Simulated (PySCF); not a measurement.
# C2H2BCl3: the cost of one run

Computed with PySCF 2.14.0, with density-fitted response routines of our own, on a single molecule in the gas phase. Atoms count from 0, in the outputs and in this text.

### Step 1. Starting geometry

8 atoms, charge 0, multiplicity 1; geometry from: GFN2-xTB. The atoms were then displaced at random by about 0.01 Å, so the start is not that level's minimum.

Bonds of the start (Å): Cl0–C1 1.73, C1–C2 1.34, C2–B3 1.49, B3–Cl4 1.73, B3–Cl5 1.74, C1–H6 1.08, C2–H7 1.09.

### Step 2. Relaxing the molecule at PBE0-D3(BJ)/def2-SVP

Job settings and geometry (Å):

```
{"job": {"xc": "PBE0", "basis": "def2-SVP", "d3": "d3bj", "grid": 1, "shake": 0.01, "kind": "geom"}, "charge": 0, "multiplicity": 1}
Cl     2.828250     0.164680    -0.263470
C      1.132770     0.489680    -0.155780
C      0.202590    -0.464990     0.017750
B     -1.262100    -0.185890     0.126020
Cl    -1.921230     1.406840     0.013040
Cl    -2.395210    -1.486840     0.351970
H      0.885900     1.537530    -0.239610
H      0.584170    -1.480140     0.097610
```

Run with:

```
> OMP_NUM_THREADS=1 python probes_run.py task.json out
```

One launch serves the whole session: the jobs run in the order shown.

Q: Estimate the wall time and peak memory of this first job on 1 thread of Arm Neoverse N1, shared host.

About 52 s, with a peak of 0.43 GiB.
